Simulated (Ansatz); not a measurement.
Geometry optimisation, Ansatz 0.2.0, DFT PBE, scalar-relativistic, plane waves, PAW.

input.yaml

```yaml
crystal:
  lattice:
    - [5.79758, 0.0, 0.0]
    - [-2.89879, 5.020852, 0.0]
    - [0.0, 0.0, 17.25328]
  atoms:
    - { symbol: W, position: [0.0, 0.0, 0.05796] }
    - { symbol: C, position: [0.3333333, 0.1666667, 0.1401334] }
    - { symbol: W, position: [0.0, 0.0, 0.2223067] }
    - { symbol: C, position: [0.3333333, 0.1666667, 0.3044801] }
    - { symbol: W, position: [0.0, 0.5, 0.05796] }
    - { symbol: C, position: [0.3333333, 0.6666667, 0.1401334] }
    - { symbol: W, position: [0.0, 0.5, 0.2223067] }
    - { symbol: C, position: [0.3333333, 0.6666667, 0.3044801] }
    - { symbol: W, position: [0.5, 0.0, 0.05796] }
    - { symbol: C, position: [0.8333333, 0.1666667, 0.1401334] }
    - { symbol: W, position: [0.5, 0.0, 0.2223067] }
    - { symbol: C, position: [0.8333333, 0.1666667, 0.3044801] }
    - { symbol: W, position: [0.5, 0.5, 0.05796] }
    - { symbol: C, position: [0.8333333, 0.6666667, 0.1401334] }
    - { symbol: W, position: [0.5, 0.5, 0.2223067] }
    - { symbol: C, position: [0.8333333, 0.6666667, 0.3044801] }
    - { symbol: Si, position: [0.8274929, 0.1714083, 0.4151837] }
basis:
  ecutwfc: 420.0
kpoints:
  mp_grid: { grid: [3, 3, 1] }
hamiltonian:
  xc: pbe
  pseudopotentials: { kind: paw, azcp: { folder: soft_1 } }
scf:
  occupations: { method: gaussian, width: 0.05 }
  lower_state_search: "off"
relax:
  f_tol: 0.03
  max_steps: 60
  adjacent_minimum: "off"
  constraints: [{ sites: [0, 4, 8, 12] }]
output:
  write_density: true
  write_potential: true
  elf: true
  volumetric_format: npy
```

Launched with:

```bash
$ ansatz run input.yaml --threads 4 --pin off --max-ram 10240MiB --backend cpu --events-out ev --progress --plain --runs-dir out
```

Question: Where does it end, and by what steps?

Answer: The run converged. Limits of this set-up: coarse k mesh, thin slab, slab without dipole correction. After 13 steps the energy has fallen by 5.852 eV; Si17 moved furthest, 1.97 Å. Joined: C4–Si17 (3.43 → 1.88 Å), W7–Si17 (3.71 → 2.78 Å), W11–Si17 (3.71 → 2.77 Å), W15–Si17 (4.68 → 2.78 Å), C16–Si17 (3.43 → 1.89 Å).

| step | energy less start (eV) | largest force component (eV/Å) | accepted |
| --- | --- | --- | --- |
| 0 | 0.0000 | 4.783 | yes |
| 1 | -2.8088 | 2.010 | yes |
| 2 | -3.1139 | 0.796 | yes |
| 3 | -3.2313 | 0.575 | yes |
| 4 | -3.4193 | 0.857 | yes |
| 5 | -3.6912 | 1.113 | yes |
| 6 | -4.0523 | 1.337 | yes |
| 7 | -4.4547 | 1.459 | yes |
| 8 | -4.9088 | 1.518 | yes |
| 9 | -5.3613 | 1.202 | yes |
| 10 | -5.7390 | 0.625 | yes |
| 11 | -5.8313 | 0.379 | yes |
| 12 | -5.8520 | 0.054 | yes |
| 13 | -5.8525 | 0.021 | yes |

```xyz
17
Lattice="5.7976 0.0000 0.0000 -2.8988 5.0209 0.0000 0.0000 0.0000 17.2533" Properties=species:S:1:pos:R:3
W 0.000 0.000 1.000
C 1.439 0.831 2.333
W 0.000 0.000 3.939
C 1.468 0.844 5.139
W -1.449 2.510 1.000
C 0.000 3.347 2.304
W -1.453 2.510 3.823
C 0.001 3.346 4.927
W 2.899 0.000 1.000
C 4.358 0.831 2.333
W 2.898 0.005 3.823
C 4.332 0.845 5.139
W 1.449 2.510 1.000
C 2.899 3.359 2.333
W 1.453 2.509 3.823
C 2.900 3.326 5.139
Si 2.900 1.671 6.041
```

Whether the end is a true minimum wasn't checked by a vibrational analysis.

Time of the run: 77 s on 4 threads of Arm Neoverse V2, on a shared host, peak memory 1.3 GiB.
